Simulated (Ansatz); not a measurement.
# AlGa3O6: the cost of one run

Computed with Ansatz 0.2.0 (DFT PBE, scalar-relativistic, plane waves, PAW, unless a step names another level, unless a step's input says otherwise).

## 1. The structure to begin with

It takes space group R3 (No. 146, trigonal). The conventional cell has a = 4.995 Å, b = 4.995 Å, c = 13.493 Å, α = 90.00°, β = 90.00°, γ = 120.00°. Al (site symmetry 3) is surrounded by 6 O at 1.90 to 1.99 Å. Around Ga (site symmetry 3) lie 6 O at 1.94 to 2.12 Å. Ga (site symmetry 3) is surrounded by 6 O at 1.94 to 2.10 Å. Around Ga (site symmetry 3) lie 6 O at 1.95 to 2.11 Å. O (site symmetry 1) has 3 Ga at 1.94 to 2.12 Å and 1 Al at 1.99 Å as nearest neighbours. O (site symmetry 1) is surrounded by 1 Al at 1.90 Å and 3 Ga at 1.94 to 2.11 Å.

Coordinates:

```
Al Ga O
1.0
     2.49775    1.44207    4.49758
    -2.49775    1.44207    4.49758
     0.00000   -2.88415    4.49758
Al Ga O
1 3 6
Direct
  0.14964 0.14964 0.14964
  0.35939 0.35939 0.35939
  0.85501 0.85501 0.85501
  0.64425 0.64425 0.64425
  0.25135 0.54295 0.94700
  0.54295 0.94700 0.25135
  0.94700 0.25135 0.54295
  0.76479 0.43286 0.05277
  0.43286 0.05277 0.76479
  0.05277 0.76479 0.43286
```

The cell was relaxed beforehand at this level, from a generated guess; it is a trial structure. At a tolerance of 0.02 Å it has space group R3 (No. 146); it has 9.72 Å³/atom, an uncorrected energy of -2.08 eV/atom over the elements and, on its mesh, gap 3.05 eV.

## 2. Strained cells: the elastic tensor

The input, input.yaml:

```yaml
crystal:
  lattice:
    - [2.4977456535, 1.4420741255, 4.4975835803]
    - [-2.4977456535, 1.4420741255, 4.4975835803]
    - [0.0, -2.8841482507, 4.4975835804]
  atoms:
    - { symbol: Al, position: [0.1496665314, 0.1496665314, 0.1496665314] }
    - { symbol: Ga, position: [0.3593885792, 0.3593885792, 0.3593885792] }
    - { symbol: Ga, position: [0.8550063872, 0.8550063872, 0.8550063872] }
    - { symbol: Ga, position: [0.6442641821, 0.6442641821, 0.6442641821] }
    - { symbol: O, position: [0.2513425296, 0.5429247355, 0.9470203715] }
    - { symbol: O, position: [0.5429247355, 0.9470203715, 0.2513425296] }
    - { symbol: O, position: [0.9470203715, 0.2513425296, 0.5429247355] }
    - { symbol: O, position: [0.7647888723, 0.4328585988, 0.0527392122] }
    - { symbol: O, position: [0.4328585988, 0.0527392122, 0.7647888723] }
    - { symbol: O, position: [0.0527392122, 0.7647888723, 0.4328585988] }
basis:
  ecutwfc: 420
kpoints:
  mp_grid: { grid: [6, 6, 6] }
hamiltonian:
  xc: pbe
scf:
  occupations: { method: fixed }
output:
  forces: true
  stress: true
  eigenvalues: true
  polarization: {}
elastic:
  mode: relaxed_ion
  stencil: two_point
```

Run with:

```bash
$ ansatz run input.yaml --threads 4 --pin off --max-ram 8192MiB --backend cpu --events-out ev --progress --plain --runs-dir out
```

Q: Estimate wall time and peak memory on 4 threads of Intel Xeon at 2.70GHz, shared host.

About 8.7 min, with a peak of 0.82 GiB.
